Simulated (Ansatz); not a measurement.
# HfIn4SiO6: band structure with PBE

Crystal: HfIn4SiO6.

```
Hf In Si O
1.0
     3.23023   -5.57768   -0.02470
     3.23023    5.57768   -0.02470
    -1.49068    0.00000    6.32030
Hf In Si O
1 4 1 6
Cartesian
  0.6440 0.0000 0.0526
  4.1040 -1.7301 0.0202
  4.1040 1.7301 0.0202
  1.7482 -1.8121 3.0400
  1.7482 1.8121 3.0400
  4.8557 0.0000 2.7718
  4.0293 -1.3765 2.3731
  4.0293 1.3765 2.3731
  -0.2525 0.0000 1.8631
  5.2892 0.0000 4.3477
  1.7422 -1.5806 0.4557
  1.7422 1.5806 0.4557
```

The cell was built by a generator and needn't be a form met in nature.

| Quantity | Value |
| --- | --- |
| Program | Ansatz 0.2.0 |
| Task | band structure |
| Functional | PBE |
| Potentials or basis | Ansatz PAW |
| Cutoff | 420 eV (not typed: the program's choice for these potentials) |
| k mesh | 5 × 5 × 4 |
| Occupations | fermi-dirac, width 0.05 eV |
| Spin | no spin polarisation |
| Path | [["G", "Y", "F", "H", "Z", "I", "F1"], ["H1", "Y1", "X", "G", "N"], ["M", "G"]] |
| Points for each segment of the path | 10 |

```json
{
  "Pressure": "0.0 GPa",
  "Largest force": "0.007 eV/Å",
  "Band gap on the k mesh": "0.64 eV, indirect (least direct gap 0.90 eV)",
  "Band gap along the path": "0.50 eV, indirect (least direct gap 0.84 eV)"
}
```

Forces on the atoms (eV/Å):
```
Hf  -0.005  0.000 -0.004
In   0.003  0.003  0.004
In   0.003 -0.003  0.004
In  -0.001 -0.001 -0.003
In  -0.001  0.001 -0.003
Si  -0.002  0.000 -0.002
O   -0.002  0.000 -0.002
O   -0.002  0.000 -0.002
O    0.002  0.000  0.001
O    0.000  0.000  0.004
O    0.003 -0.002  0.001
O    0.003  0.002  0.001
```

Levels at the corners of the path, in eV from the valence-band top:
| point | band 56 | band 57 | band 58 | band 59 | band 60 | band 61 | band 62 | band 63 |
| --- | --- | --- | --- | --- | --- | --- | --- | --- |
| Γ | -2.75 | -1.12 | -1.04 | -0.42 | 1.65 | 1.92 | 2.12 | 2.87 |
| Y | -2.26 | -1.90 | -1.39 | -0.13 | 1.23 | 1.97 | 2.84 | 2.88 |
| F | -2.08 | -1.54 | -1.28 | -0.73 | 1.07 | 1.42 | 2.80 | 2.86 |
| H | -2.12 | -1.69 | -1.27 | -0.38 | 0.50 | 1.33 | 2.61 | 3.24 |
| Z | -2.56 | -2.18 | -1.13 | -0.05 | 1.43 | 1.93 | 2.07 | 2.64 |
| I | -2.05 | -1.58 | -1.43 | -0.78 | 1.60 | 2.02 | 2.30 | 2.49 |
| F1 | -2.08 | -1.54 | -1.28 | -0.73 | 1.07 | 1.42 | 2.80 | 2.86 |
| H1 | -2.12 | -1.69 | -1.27 | -0.38 | 0.50 | 1.33 | 2.61 | 3.24 |
| Y1 | -2.26 | -1.90 | -1.39 | -0.13 | 1.23 | 1.97 | 2.84 | 2.88 |
| X | -2.62 | -1.92 | -0.90 | -0.32 | 1.01 | 2.54 | 2.86 | 2.91 |
| Γ | -2.75 | -1.12 | -1.04 | -0.42 | 1.65 | 1.92 | 2.12 | 2.87 |
| N | -2.32 | -1.99 | -1.22 | -0.22 | 1.72 | 1.96 | 2.34 | 2.83 |
| M | -2.13 | -1.64 | -1.14 | -0.75 | 1.16 | 1.47 | 2.11 | 2.27 |
| Γ | -2.75 | -1.12 | -1.04 | -0.42 | 1.65 | 1.92 | 2.12 | 2.87 |

Run time: 47 s on 8 threads of Arm Neoverse V2, with other jobs on the host, peak memory 2.1 GiB.

Caveat: the k mesh misses the band edges, so the gap on the mesh is wider than the one along the path; the pressure holds a Pulay correction of +0.3 GPa for the finite cutoff; spin-orbit coupling is left out, which moves the levels of the heavy elements.
